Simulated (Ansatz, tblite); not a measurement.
**The cluster Mn2O4−: rung by rung**

The task here is to estimate one member of a computed series from the others.

Method: as each input shows; program: Ansatz 0.2.0, Gaussian basis.

Plan: GFN1-xTB, GFN2-xTB, PBE-D4/def2-TZVPD, r2SCAN-D4/def2-TZVPD, ωB97M-V/def2-TZVPD, r2SCAN0-D4/def2-TZVPD, LDA/def2-TZVPD, MP2/def2-TZVPD, RPA/def2-TZVPD.

2 further runs of the same task are left out: 2 set aside as unsound or not needed.

**The geometry**

The doublet was relaxed beforehand with r2SCAN-D4/def2-SVPD. At that level it is the lowest of the isomers that a small search found.

6 atoms, charge -1, spin multiplicity 2.

Bond lengths: Mn1–O4 1.663 Å, Mn1–O5 1.843 Å, Mn1–O6 1.968 Å, Mn2–O3 1.847 Å, Mn2–O5 1.819 Å, Mn2–O6 2.106 Å, O3–O6 1.541 Å. Angles: O4–Mn1–O5 122.8°, O4–Mn1–O6 139.6°, O5–Mn1–O6 97.4°, O3–Mn2–O5 138.4°, O3–Mn2–O6 45.3°, O5–Mn2–O6 93.4°, Mn2–O3–O6 76.3°, Mn1–O5–Mn2 90.1°, Mn1–O6–Mn2 78.9°, Mn1–O6–O3 136.6°, Mn2–O6–O3 58.4°.

No spin-orbit coupling is included. The ion is computed in the gas phase, without counter-ions or solvent.

PBE0-D4/def2-TZVPD was run before; its log isn't repeated, and its numbers join the tables.

Set-up of the first run:

Tight binding, by tblite at 300 K electronic temperature and without a spin-polarisation term:

```python
tblite.interface.Calculator('GFN1-xTB', numbers, positions, charge=-1, uhf=1).singlepoint()
```

Tight binding, by tblite at 300 K electronic temperature and without a spin-polarisation term:

```python
tblite.interface.Calculator('GFN2-xTB', numbers, positions, charge=-1, uhf=1).singlepoint()
```

start.molden holds the orbitals of an earlier run on this state, given as this run's starting guess.

Contents of in.yaml:

```yaml
crystal:
  periodic: [false, false, false]
  atoms:
    - {symbol: Mn, position_ang: [0.515777, -0.126014, 0.926062]}
    - {symbol: Mn, position_ang: [-1.114276, -0.375431, -1.073328]}
    - {symbol: O, position_ang: [-0.429415, 1.100380, -1.946771]}
    - {symbol: O, position_ang: [1.391998, -0.264156, 2.333277]}
    - {symbol: O, position_ang: [-0.875135, -1.256813, 0.499826]}
    - {symbol: O, position_ang: [0.511053, 0.922034, -0.739067]}
basis:
  gaussian: {orbitals: def2-TZVPD, initial_orbitals: start.molden}
total_charge: -1
magnetization: {spin_polarized: true, initial_magnetization: 1}
hamiltonian: {xc: pbe, dispersion: d4}
scf: {omitted_lower_state_checks: [starts]}
output: {forces: true, orbitals: {seedname: orbitals}}
```

The run is started by

```bash
> ansatz run in.yaml --threads 4 --pin off --events-out ev --progress --plain --max-ram 4787MiB
```

Steps of the session up to this table: PBE-D4/def2-TZVPD; r2SCAN-D4/def2-TZVPD; ωB97M-V/def2-TZVPD; r2SCAN0-D4/def2-TZVPD; LDA/def2-TZVPD; MP2/def2-TZVPD; RPA/def2-TZVPD.

One of the session's tables, all rows but one given; the rest of the session is left out.

```
                level  HOMO (eV)  LUMO (eV)  gap (eV)
       LDA/def2-TZVPD      -0.13       0.49      0.62
    PBE-D4/def2-TZVPD       0.02       0.89      0.87
 r2SCAN-D4/def2-TZVPD      -0.31       1.23      1.54
   PBE0-D4/def2-TZVPD          ?          ?         ?
r2SCAN0-D4/def2-TZVPD      -1.88       2.11      3.99
   ωB97M-V/def2-TZVPD      -4.02       2.56      6.58
```

Q: Estimate the row for PBE0-D4/def2-TZVPD from the others.

The run gave: HOMO (eV): -1.62; LUMO (eV): 1.92; gap (eV): 3.54. In the column «HOMO (eV)» it lies between r2SCAN0-D4/def2-TZVPD (-1.88) and r2SCAN-D4/def2-TZVPD (-0.31).
